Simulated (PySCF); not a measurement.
# C2H5NO2Si: the cost of one run

The runs use PySCF 2.14.0, with density-fitted response routines of our own; the level of theory stands in each step. All values are computed, except where a source is named. Atoms are numbered from 0 throughout.

### 1 The starting structure

11 atoms, charge 0, multiplicity 1; geometry from: GFN2-xTB. The atoms were then displaced at random by about 0.01 Å, so the start is not that level's minimum.

Bonds of the start (Å): C0–O1 1.41, O1–Si2 1.63, Si2–O3 1.57, Si2–C4 1.87, C4–N5 1.16, C0–H6 1.12, C0–H7 1.08, C0–H8 1.10, Si2–H9 1.47, O3–H10 0.94.

### 2 Optimising the geometry at PBE0-D3(BJ)/def2-SVP

Job settings and geometry (Å):

```
{"job": {"xc": "PBE0", "basis": "def2-SVP", "d3": "d3bj", "grid": 1, "shake": 0.01, "kind": "geom"}, "charge": 0, "multiplicity": 1}
C      1.771670    -0.246490     0.230490
O      0.478550    -0.691360    -0.132910
Si    -0.996440    -0.210900     0.377240
O     -2.016050    -1.072680    -0.450370
C     -1.161520     1.621210     0.016510
N     -1.234130     2.757660    -0.177450
H      1.837620     0.855590     0.072850
H      2.497820    -0.723200    -0.408140
H      1.959500    -0.437290     1.293940
H     -1.249210    -0.427340     1.808110
H     -1.849700    -1.451020    -1.291120
```

Command:

```bash
$ OMP_NUM_THREADS=1 python probes_run.py task.json out
```

The driver reads the jobs from task.json and runs them one after another.

Q: Estimate the wall time and peak memory of this first job on 1 thread of AMD EPYC 9R45, shared host.

About 29 s, with a peak of 0.47 GiB.
